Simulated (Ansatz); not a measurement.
A nudged elastic band was laid between two geometries of a periodic cell of 17 atoms, Na$_{16}$Cu (host Na, host structure bcc, interstitial Cu).

These are results of Ansatz, DFT PBE, scalar-relativistic, plane waves, PAW, not measurements. Settings: cutoff 420 eV, k mesh 2x2x2, gaussian smearing 0.15 eV, no spin polarisation.

```yaml
movable_images: 3
climbing_image: yes
spring: 5.0 eV/Å²
optimiser: fire
start_path: IDPP
force_threshold: 0.05 eV/Å
iteration_limit: 80
end_points: relaxed
```

Initial state:

```xyz
17
Lattice="8.4600 0.0000 0.0000 0.0000 8.4600 0.0000 0.0000 0.0000 8.4600" Properties=species:S:1:pos:R:3
Na 0.354 -0.001 -0.453
Na 3.872 -0.001 -0.453
Na 0.221 4.228 0.329
Na -0.459 0.000 4.306
Na 2.114 1.760 2.571
Na 4.006 4.228 0.330
Na 4.682 0.000 4.311
Na 6.341 1.893 1.788
Na -0.207 4.230 4.066
Na 2.114 6.698 2.570
Na 2.114 2.567 6.267
Na 4.432 4.230 4.068
Na 6.341 6.565 1.788
Na 6.344 2.319 6.510
Na 2.114 5.889 6.270
Na 6.344 6.138 6.511
Cu 2.111 -0.002 5.287
```

Final state:

```xyz
17
Lattice="8.4600 0.0000 0.0000 0.0000 8.4600 0.0000 0.0000 0.0000 8.4600" Properties=species:S:1:pos:R:3
Na 0.074 0.001 0.440
Na 3.786 0.003 -0.340
Na -0.159 4.232 0.192
Na 0.069 0.000 3.781
Na 2.281 2.308 2.114
Na 4.547 4.234 -0.206
Na 3.786 0.003 4.565
Na 6.039 1.912 2.111
Na -0.158 4.231 4.036
Na 2.282 6.154 2.114
Na 2.055 2.565 6.344
Na 4.546 4.234 4.433
Na 6.038 6.552 2.110
Na 6.799 1.780 6.342
Na 2.051 5.904 6.344
Na 6.798 6.685 6.342
Cu 1.064 0.005 6.339
```

What changes between the two ends?

Contacts lost: Na5–Cu17, Na10–Cu17. Contacts made: Na14–Cu17, Na16–Cu17. The atom that moves furthest is Cu17, by 1.48 Å.

What energy profile does the band end with?

The run converged. The highest image is number 2 of 0 to 4, 0.052 eV above the ends, which have the same energy within 2 meV. By the program's own check the climbing image is of a kind that is not told: the force calls were inconclusive, a negative curvature could not be distinguished from the path's own, the only one lies far off the path, or fixed occupations may fill a level only in part (lowest curvatures found: -0.08 and -0.02 eV/Å²). Limits of this set-up: coarse k mesh.

```tsv
image	path coordinate (Å)	energy (eV)	Na5–Cu17 (Å)	Na10–Cu17 (Å)	Na14–Cu17 (Å)
0	0.00	0.000	3.24	3.24	4.97
1	0.83	0.026	3.39	3.35	4.42
2	1.66	0.052	3.75	3.68	3.76
3	2.49	0.027	4.41	4.36	3.39
4	3.31	-0.001	4.96	4.97	3.25
```

What is the geometry of the highest image?


```xyz
17
Lattice="8.4600 0.0000 0.0000 0.0000 8.4600 0.0000 0.0000 0.0000 8.4600" Properties=species:S:1:pos:R:3
Na 0.361 0.002 0.030
Na 3.822 -0.017 -0.411
Na 0.115 4.228 0.352
Na -0.507 0.050 3.720
Na 2.200 1.951 2.560
Na 4.231 4.241 -0.006
Na 4.263 0.002 4.589
Na 6.050 1.934 1.819
Na -0.207 4.216 4.023
Na 2.169 6.528 2.596
Na 2.077 2.539 6.307
Na 4.584 4.228 4.345
Na 6.077 6.534 1.845
Na 6.792 1.952 6.428
Na 2.080 5.879 6.310
Na 6.828 6.527 6.397
Cu 1.433 -0.024 5.659
```

The run took 5.3 min on 4 threads of Intel(R) Xeon(R) Platinum 8488C (Sapphire Rapids), on a shared host, peak memory 2.6 GiB.
